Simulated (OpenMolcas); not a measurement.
# Bi: CASSCF and CASPT2 terms and fine-structure levels

Aim: the low terms and levels of Bi, with their order and spacing, then second-order correlation under several settings.

The numbers are computed with OpenMolcas 26.06 (state-averaged CASSCF and CASPT2, spin-orbit coupling by RASSI with atomic mean-field integrals), except any that are marked as measured or tabulated.

3 further runs of the same task are left out: 3 set aside as unsound or not needed.

## (1) Starting point

```
Species                           : Bi (bismuth, Z = 83, 83 electrons)
Basis                             : ANO-R3 [9s8p6d3f2g1h], 113 functions
Scalar Hamiltonian                : X2C, finite nucleus
Inactive shells                   : 1s 2s 2p 3s 3p 3d 4s 4p 4d 4f 5s 5p 5d 6s
Active space                      : 3 electrons in 3 orbitals (6p)
Some configurations of this space : 6s² 6p³
Orbitals                          : optimised for the highest spin of each parity, averaged over all roots
```

Outer shells as boxes (Hund's rule):

6s2 6p3
```
6s [↑↓]
6p [↑ ][↑ ][↑ ]
```

The work runs as a chain of OpenMolcas steps in one folder; each step below is one input file. Labels, J, g values, rates, χT and fits are worked out afterwards by a script from the matrices that RASSI stores.

## (2) GATEWAY and SEWARD: basis and integrals

Input file a.inp:

```
&GATEWAY
Coord
1

Bi 0.0 0.0 0.0
Basis=ANO-R3
Group=XYZ
NoMove
AngMom=0.0 0.0 0.0
AMFI
&SEWARD
```

The run is started by

```bash
$ OMP_NUM_THREADS=1 MOLCAS_MEM=2252 MOLCAS_PROJECT=a pymolcas a.inp > a.log
```

## (3) CASSCF: quartets of odd parity, 1 root

Input file a.inp:

```
&RASSCF
FileOrb=start.orb
Symmetry=2
Spin=4
nActEl=3 0 0
Inactive=21 19
Ras2=0 3
CIRoot=1 1 1
SDav=1
CIMx=300
Iter=120 100
PrWF=0.3
OrbListing=Nothing
MaxOrb=0
Atom
>>> COPY $Project.JobIph JOB001
```

start.orb holds the contracted functions of the basis, ordered by shell, or the orbitals of the step before.

## (4) Reference wave functions, doublets of odd parity, 8 roots

Input file a.inp:

```
&RASSCF
FileOrb=start.orb
Symmetry=2
Spin=2
nActEl=3 0 0
Inactive=21 19
Ras2=0 3
CIRoot=8 8 1
SDav=8
CIMx=300
Iter=120 100
PrWF=0.3
OrbListing=Nothing
MaxOrb=0
Atom
CIOnly
>>> COPY $Project.JobIph JOB002
```

## (5) RASSI: spin-orbit coupling between the states

Input file a.inp:

```
&RASSI
NrOfJobIphs=2 1 8
1
1 2 3 4 5 6 7 8
IphNames
JOB001
JOB002
EJob
SpinOrbit
DIPRint=1.0
SOCoupling=1000.0
Subsets=2
MEES
Property=10
'ANGMOM' 1 'ANGMOM' 2 'ANGMOM' 3 'MLTPL  1' 1 'MLTPL  1' 2 'MLTPL  1' 3
'AMFI' 1 'AMFI' 2 'AMFI' 3 'MLTPL  2' 6
SOProperty=3
'ANGMOM' 1 'ANGMOM' 2 'ANGMOM' 3
```

## (6) CASPT2: IPEA 0.2, real shift 0.25 (closed shells correlated: 5d 6s)

Input file a.inp:

```
>>> COPY JOB001 $Project.JobIph
&CASPT2
Multistate=1 1
Frozen=15 19
IPEA=0.2
Shift=0.25
MaxIter=60
WThr=0.0 0.3 0.05
PrWF=0.5
NoMix
>>> COPY JOB002 $Project.JobIph
&CASPT2
Multistate=8 1 2 3 4 5 6 7 8
Frozen=15 19
IPEA=0.2
Shift=0.25
MaxIter=60
WThr=0.0 0.3 0.05
PrWF=0.5
NoMix
```

## (7) CASPT2: IPEA 0.1, imaginary shift 0.3 (closed shells correlated: 5d 6s)

a.inp: that of step 6 with these lines changed.

```diff
@@ -4,4 +4,4 @@
 Frozen=15 19
-IPEA=0.2
-Shift=0.25
+IPEA=0.1
+Imaginary=0.3
 MaxIter=60
@@ -14,4 +14,4 @@
 Frozen=15 19
-IPEA=0.2
-Shift=0.25
+IPEA=0.1
+Imaginary=0.3
 MaxIter=60
```

## (8) CASPT2: IPEA 0.6, imaginary shift 0.1 (closed shells correlated: 5d 6s)

a.inp: that of step 7 with these lines changed.

```diff
@@ -4,4 +4,4 @@
 Frozen=15 19
-IPEA=0.1
-Imaginary=0.3
+IPEA=0.6
+Imaginary=0.1
 MaxIter=60
@@ -14,4 +14,4 @@
 Frozen=15 19
-IPEA=0.1
-Imaginary=0.3
+IPEA=0.6
+Imaginary=0.1
 MaxIter=60
```

(Steps that only read results are left out.)

Q: Predict the outcome of this session. Wanted: lowest level; first excited level; spin-orbit lowering of the lowest level; strongest of the lines computed, by gA.

**Answer**, as computed:

| quantity | value |
| --- | --- |
| method | SS-CASPT2, IPEA 0.2, real shift 0.25 (closed shells correlated: 5d 6s) |
| lowest level | 6s² 6p³ ⁴S°_3/2, 71 % of that term, g = 1.764 |
| ground level listed by NIST | 4S°3/2 |
| first excited level | 6s² 6p³ ²D°_3/2 at 1.375 eV |
| spin-orbit lowering of the lowest level | 0.5778 eV |
| strongest of the lines computed, by gA (one parity, so forbidden lines), at SS-CASPT2 energies | 6s² 6p³ ²P°_3/2 → 6s² 6p³ ²D°_3/2, 504.8 nm, A = 7.24e+01 s⁻¹ |

Cost and accuracy by method:

```
                                             method  time of its own steps  time with the reference  mean absolute difference from the measured levels (cm-1)
                                          A. CASSCF                  3.3 s                    3.3 s                                                      1300
    B. SS-CASPT2, IPEA 0.2, real shift 0.25, +5d 6s                  3.2 s                    6.5 s                                                       820
C. SS-CASPT2, IPEA 0.1, imaginary shift 0.3, +5d 6s                  3.2 s                    6.5 s                                                       800
D. SS-CASPT2, IPEA 0.6, imaginary shift 0.1, +5d 6s                  3.3 s                    6.5 s                                                       890
```

Times are of one thread on a shared host.

**Reading.** Second-order correlation (method B) scales the levels of the lowest configuration above 5000 cm⁻¹ by 0.88 to 0.93. Method C lies closest to the measured levels (800 cm⁻¹ on average, level with B) and A farthest (1300). Only the configurations of the active space and the roots asked for are present. The lowest level holds only 71 % of its leading term, so the LS label is a loose one. The doublets rest on orbitals optimised for another spin in at least one step, which raises them against the optimised states. CASPT2 does not keep the components of a term degenerate, and the means are used. With the s shell closed, the highest p terms come out too high. Spin-orbit splittings of 6p shells come out too small at this level. Levels of other configurations are missing from the list.
